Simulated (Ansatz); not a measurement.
# CH6ClNSi: small, medium and large basis sets

An exercise on one series of results from a longer session: the logs are not shown, and one member is left open.

Computed with Ansatz 0.2.0, Gaussian basis. Level: one geometry, several basis sets.

Levels to be run: PBE0-D4/def2-SVP; ωB97M-V/def2-SVP; PBE0-D4/def2-QZVPP; ωB97M-V/def2-QZVPP; the functionals' def2-TZVPP values are taken from earlier runs.

### The geometry

The geometry comes from an earlier relaxation with PBE0-D4 in a triple-zeta def2 set; it is a stationary point, not always the lowest conformer.

SMILES `CN[SiH2]Cl`, 10 atoms, charge 0, spin multiplicity 1.

Atoms are counted from 1 here; the program's logs count them from 0.

Bond lengths: C1–N2 1.450 Å, C1–H5 1.096 Å, C1–H6 1.093 Å, C1–H7 1.093 Å, N2–Si3 1.697 Å, N2–H8 1.008 Å, Si3–Cl4 2.075 Å, Si3–H9 1.479 Å, Si3–H10 1.479 Å. Angles: N2–C1–H5 113.1°, N2–C1–H6 110.8°, N2–C1–H7 109.4°, H5–C1–H6 108.4°, H5–C1–H7 107.6°, H6–C1–H7 107.3°, C1–N2–Si3 123.8°, C1–N2–H8 113.6°, Si3–N2–H8 117.7°, N2–Si3–Cl4 114.8°, N2–Si3–H9 108.1°, N2–Si3–H10 108.8°, Cl4–Si3–H9 106.5°, Cl4–Si3–H10 105.0°, H9–Si3–H10 113.8°.

The first run:

Contents of in.yaml:

```yaml
crystal:
  periodic: [false, false, false]
  atoms:
    - {symbol: C, position_ang: [-0.242283, 1.264354, 0.564810]}
    - {symbol: N, position_ang: [-0.436713, 0.246443, -0.448769]}
    - {symbol: Si, position_ang: [0.477715, -1.180427, -0.542036]}
    - {symbol: Cl, position_ang: [0.137977, -2.533330, 0.993898]}
    - {symbol: H, position_ang: [-0.833376, 1.088268, 1.470808]}
    - {symbol: H, position_ang: [-0.494090, 2.254012, 0.174534]}
    - {symbol: H, position_ang: [0.810149, 1.288982, 0.857449]}
    - {symbol: H, position_ang: [-1.369311, 0.230367, -0.831388]}
    - {symbol: H, position_ang: [0.120307, -1.873955, -1.798279]}
    - {symbol: H, position_ang: [1.912724, -0.835915, -0.438027]}
basis:
  gaussian: {orbitals: def2-SVP}
hamiltonian: {xc: pbe0, dispersion: d4}
output: {orbitals: {seedname: orbitals}}
```

Steps of the session up to this table: PBE0-D4 in def2-SVP; ωB97M-V in def2-SVP; PBE0-D4 in def2-QZVPP; ωB97M-V in def2-QZVPP.

One table of the session follows, with a row left open; its other results are not shown here.

It belongs to the step «Density functionals: the series». 

```
functional       basis  HOMO (eV)  LUMO (eV)
   PBE0-D4    def2-SVP          ?          ?
   PBE0-D4  def2-TZVPP      -7.34       0.54
   PBE0-D4  def2-QZVPP      -7.37       0.27
   ωB97M-V    def2-SVP      -9.51       2.94
   ωB97M-V  def2-TZVPP      -9.66       2.10
   ωB97M-V  def2-QZVPP      -9.70       1.51
```

Q: Estimate the row for PBE0-D4, def2-SVP from the others.

As computed: HOMO (eV): -7.20; LUMO (eV): 1.15. In the column «HOMO (eV)» it is the highest.
